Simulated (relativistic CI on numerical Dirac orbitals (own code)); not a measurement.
# Mn²⁺: M2,3 absorption multiplets

Aim: the M2,3 absorption spectrum of Mn²⁺ in 5 surroundings, from the same atomic integrals.

Program: relativistic CI on numerical Dirac orbitals (own code) version 1. Level of theory: Dirac-Coulomb-Breit CI, KLI orbitals optimised for each configuration, model QED (radiative potential, 1s self-energy scaled to tabulated hydrogen-like ionisation energies), valence Slater integrals scaled by 0.9, multiplet model of core-to-valence dipole absorption. These are calculated values, not measurements, unless marked.

## (1) The system

```
ion                                            : Mn²⁺ (Mn III)
nuclear charge                                 : 25
electrons                                      : 23
configurations                                 : [Ar] 3d5 → [Ne] 3s2 3p5 3d6
magnetising field for the dichroism, Lz and Sz : exchange field 10 meV on Sz; these come from the lowest magnetised state alone (0 K)
temperature of the isotropic spectrum          : 300 K
widths                                         : Lorentz 0.48 eV, Gauss 0.3 eV
surrounding 1                                  : free ion
surrounding 2                                  : Td, 10Dq = -9050 cm⁻¹
surrounding 3                                  : D3d, 10Dq = 14050, Dsigma = -1150, Dtau = 90 cm⁻¹
surrounding 4                                  : D3d, 10Dq = 24500, Dsigma = 200, Dtau = 420 cm⁻¹
surrounding 5                                  : D3d, 10Dq = 12800, Dsigma = 50, Dtau = 420 cm⁻¹
```

## (2) Surrounding 1: free ion

Settings, as recorded:

```ini
atom Mn  Z=25  charge=2  electrons=23
nucleus A=55  rms_radius_fm=3.7057
hamiltonian dirac-coulomb  breit=on  qed=on  c_scale=1
orbitals kli  potential=per-configuration
slater_scale 0.9
correlation none
mixing on
configurations
  [Ar] 3d5
  [Ne] 3s2 3p5 3d6
end
absorption M2,3 T=300 lorentz=0.48 gauss=0.3
crystal_field free
```

## (3) Surrounding 2: Td, 10Dq = -9050

The settings differ from step 2 so:

```diff
@@ -12,2 +12,2 @@
 absorption M2,3 T=300 lorentz=0.48 gauss=0.3
-crystal_field free
+crystal_field Td 10Dq=-9050
```

## (4) Surrounding 3: D3d, 10Dq = 14050, Dsigma = -1150, Dtau = 90

The settings differ from step 3 so:

```diff
@@ -12,2 +12,2 @@
 absorption M2,3 T=300 lorentz=0.48 gauss=0.3
-crystal_field Td 10Dq=-9050
+crystal_field D3d 10Dq=14050 Dsigma=-1150 Dtau=90
```

## (5) Surrounding 4: D3d, 10Dq = 24500, Dsigma = 200, Dtau = 420

The settings differ from step 4 so:

```diff
@@ -12,2 +12,2 @@
 absorption M2,3 T=300 lorentz=0.48 gauss=0.3
-crystal_field D3d 10Dq=14050 Dsigma=-1150 Dtau=90
+crystal_field D3d 10Dq=24500 Dsigma=200 Dtau=420
```

## (6) Surrounding 5: D3d, 10Dq = 12800, Dsigma = 50, Dtau = 420

The settings differ from step 5 so:

```diff
@@ -12,2 +12,2 @@
 absorption M2,3 T=300 lorentz=0.48 gauss=0.3
-crystal_field D3d 10Dq=24500 Dsigma=200 Dtau=420
+crystal_field D3d 10Dq=12800 Dsigma=50 Dtau=420
```

(Steps that only read results are left out.)

What does the calculation give? Wanted: highest peak, first run; ground spin; core spin-orbit splitting.

As calculated:

| surrounding | ground S | Lz (0 K) | Sz (0 K) | centroid (eV) | share of the lower edge | up to four highest peaks (% of the highest), eV |
| --- | --- | --- | --- | --- | --- | --- |
| 1: free | 2.50 | 0.00 | -2.50 | 53.86 | - | 53.9 (100) |
| 2: Td | 2.50 | 0.00 | -2.50 | 53.86 | - | 54.0 (100) |
| 3: D3d | 2.50 | 0.00 | -2.50 | 53.86 | - | 54.0 (100) |
| 4: D3d | 0.50 | -1.33 | -0.50 | 60.40 | - | 57.6 (40), 59.2 (37), 61.5 (100), 67.9 (65) |
| 5: D3d | 2.50 | 0.00 | -2.50 | 53.86 | - | 54.0 (100) |

| quantity | value |
| --- | --- |
| highest peak, first run | 53.9 eV |
| ground spin (effective S from ⟨S²⟩) | 0.50 to 2.50 |
| core spin-orbit splitting (without Breit) | 1.25 eV |

The ground spin changes between the runs (2.50 to 0.50), and the line shape with it. The position of the maximum differs by up to 7.6 eV between the surroundings, by shifts of peaks or by peaks exchanging rank. Edge positions are free-ion values and differ from those in solids by a few eV or more.
